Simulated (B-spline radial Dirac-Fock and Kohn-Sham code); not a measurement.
**Sn¹⁵⁺: core levels and X-ray properties**

Aim: for the Sn¹⁵⁺ ion, compute its X-ray form factor and Compton profile and the binding energy of each subshell.

The numbers are computed with B-spline radial Dirac-Fock and Kohn-Sham code (version 2): a free atom or ion on a radial basis; each step names its model.

### Step 1. The system

Tin as Sn¹⁵⁺ in the configuration 1s2 2s2 2p6 3s2 3p6 3d10 4s2 4p5.

- nuclear charge: 50
- electrons: 35
- mass number: 120
- nuclear rms radius: 4.6519 fm

Outer shells as boxes (Hund's rule, for the drawing alone; heavy ions are jj-coupled, and the calculation averages over the configuration):

```
[Ar] core
3d [↑↓][↑↓][↑↓][↑↓][↑↓]
4s [↑↓]
4p [↑↓][↑↓][↑ ]
```

### Step 2. Scattering by the electron cloud

Model: Dirac-Fock average of configuration, finite nucleus; form factor of the spherical density, Waller-Hartree incoherent function, impulse-approximation Compton profiles.

Settings, as recorded:

```ini
task = scatter
Z = 50
charge = 15
configuration = 1s2 2s2 2p6 3s2 3p6 3d10 4s2 4p5
mass_number = 120
rms_radius = 4.6519  # fm
s = [0.0, 0.04, 0.05, 0.06, 0.08, 0.1, 0.13, 0.16, 0.21, 0.26, 0.34, 0.43, 0.55, 0.7, 0.89, 1.14, 1.46, 1.86, 2.37, 3.03, 3.87, 4.94, 6.31]  # 1/A
pz = [0, 0.1, 0.2, 0.3, 0.4, 0.5, 0.6, 0.8, 1.0, 1.2, 1.4, 1.6, 1.8, 2.0, 2.5, 3.0, 4.0, 5.0, 7.0, 10.0, 15.0, 20.0, 30.0, 40.0, 60.0, 100.0]  # a.u.
photon_energy = [2000, 10000, 17479.3, 20000, 30000, 50000, 100000, 200000]  # eV
```

### Step 3. Hole states by ΔSCF

Model: Dirac-Fock average of configuration, Delta-SCF, finite nucleus, first-order Breit with its frequency dependence, self-energy and vacuum polarisation.

Settings, as recorded:

```ini
task = binding
```

**Question.** What will these runs give? Wanted: rms radius of the electron cloud; form factor halves at; Compton profile at zero; deepest level listed, K; least bound, N2,3.

The runs gave:

| quantity | value |
| --- | --- |
| rms radius of the electron cloud | 0.448 bohr |
| form factor halves at | 0.92 1/Å |
| Compton profile at zero | 3.088 1/a.u. |
| deepest level listed, K (1s) | 29587.3 eV |
| least bound, N2,3 (4p) | 411.0 eV |
| ionisation energy, NIST (theoretical) | 407.000 eV |

In words: The form factor starts at the 35 electrons and halves by s = 0.92 1/Å. Incoherent scattering outweighs coherent from 200 keV on, among the energies asked. For K (1s), relaxation takes off 52.8 eV, Breit terms shift it by -63.91 and QED by -32.29 eV. NIST's ionisation energy differs by -4.00 eV from the least binding energy; the calculation averages open shells over their j components and terms. The Hartree-Fock and Dirac-Fock values hold no electron correlation.
